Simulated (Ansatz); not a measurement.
# SrFe2As2: the cost of one run

Computed with Ansatz 0.2.0 (DFT LDA, scalar-relativistic, plane waves, PAW, unless a step's input says otherwise).

## Step 1: The system as given

The structure is tetragonal, space group I4/mmm (No. 139). The conventional cell has a = 3.924 Å, b = 3.924 Å, c = 12.360 Å, α = 90.00°, β = 90.00°, γ = 90.00°. Around Sr (site symmetry 4/mmm) lie 8 As at 3.27 Å and 8 Fe at 3.66 Å. Fe (site symmetry -4m2) is surrounded by 4 As at 2.39 Å. As (site symmetry 4mm) is surrounded by 4 Fe at 2.39 Å and 4 Sr at 3.27 Å.

As a file:

```cif
data_structure
_symmetry_space_group_name_H-M 'I4/mmm'
_symmetry_Int_Tables_number 139
_cell_length_a 3.9244
_cell_length_b 3.9244
_cell_length_c 12.3600
_cell_angle_alpha 90.000
_cell_angle_beta 90.000
_cell_angle_gamma 90.000
_cell_volume 190.36
loop_
_atom_site_label
_atom_site_type_symbol
_atom_site_symmetry_multiplicity
_atom_site_Wyckoff_symbol
_atom_site_fract_x
_atom_site_fract_y
_atom_site_fract_z
_atom_site_occupancy
Sr1 Sr 2 a 0.00000 0.00000 0.00000 1
Fe1 Fe 4 d 0.50000 0.00000 0.75000 1
As1 As 4 e 0.50000 0.50000 0.86000 1
```

The structure rests on an entry of the Crystallography Open Database; cell or positions may have been set otherwise for this series.

## Step 2: Relaxing cell and atoms: SrFe2As2, no spin

input.yaml

```yaml
crystal:
  lattice:
    - [5.55, 0.0, 0.0]
    - [0.0, 5.55, 0.0]
    - [2.775, 0.0, 6.18]
  atoms:
    - { symbol: Sr, position: [0.0, 0.0, 0.0] }
    - { symbol: Sr, position: [0.5, 0.5, 0.0] }
    - { symbol: Fe, position: [0.0, 0.25, 0.5] }
    - { symbol: Fe, position: [0.5, 0.75, 0.5] }
    - { symbol: Fe, position: [0.5, 0.25, 0.5] }
    - { symbol: Fe, position: [0.0, 0.75, 0.5] }
    - { symbol: As, position: [0.64, 0.0, 0.72] }
    - { symbol: As, position: [0.14, 0.5, 0.72] }
    - { symbol: As, position: [0.36, 0.0, 0.28] }
    - { symbol: As, position: [0.86, 0.5, 0.28] }
scf:
  occupations: { method: gaussian, width: 0.05 }
output:
  forces: true
  stress: true
  write_density: true
  write_potential: true
  elf: true
  volumetric_format: npy
hamiltonian:
  xc: lda
relax:
  f_tol: 0.01
  cell: { stress_tol: 0.05 }
kpoints:
  mp_grid: { grid: [8, 8, 6] }
```

The run is started by

```
ansatz run input.yaml --threads 8 --pin off --max-ram 16384MiB --backend cpu --events-out ev --progress --plain --runs-dir out
```

**Question.** How long does this run take on 8 threads of Arm Neoverse V2, shared host, and how much memory does it need?

About 2.4 min, with a peak of 2 GiB.
